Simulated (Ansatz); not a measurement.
# BFHO2: the cost of one run

Program: Ansatz 0.2.0. Level of theory: UHF/def2-SVP. These are calculated values, not measurements.

## (1) The structure to begin with

Bond lengths: O1–B2 1.258 Å, B2–O3 1.448 Å, B2–F4 1.429 Å, O3–H5 0.955 Å. Angles: O1–B2–O3 128.2°, O1–B2–F4 125.3°, O3–B2–F4 106.5°, B2–O3–H5 106.5°.

Structure file:

```xyz
5

O    -1.0913   -0.3288    0.9264
B    -0.4046    0.0297   -0.0644
O     1.0373    0.0569   -0.1926
F    -0.9313    0.4987   -1.3075
H     1.3899   -0.2565    0.6381
```

## (2) Preparing the start

input.yaml reads:

```yaml
crystal:
  periodic: [false, false, false]
  atoms:
    - { symbol: O, position_ang: [-1.09132, -0.32876, 0.92639] }
    - { symbol: B, position_ang: [-0.40461, 0.02967, -0.0644] }
    - { symbol: O, position_ang: [1.03727, 0.05692, -0.19257] }
    - { symbol: F, position_ang: [-0.93125, 0.4987, -1.3075] }
    - { symbol: H, position_ang: [1.38992, -0.25653, 0.63808] }
total_charge: -1
magnetization:
  spin_polarized: true
basis:
  gaussian: { orbitals: def2-SVP }
hamiltonian:
  xc: hf
relax:
  f_tol: 0.02
  max_steps: 40
```

On the command line:

```sh
> ansatz run input.yaml --threads 1 --pin off --max-ram 2048MiB --backend cpu --events-out ev --progress --plain --runs-dir out
```

**Question.** How long does this run take on 1 thread of an x86-64 CPU, shared host, and how much memory does it need?

About 9.2 s, with a peak of 0.13 GiB.
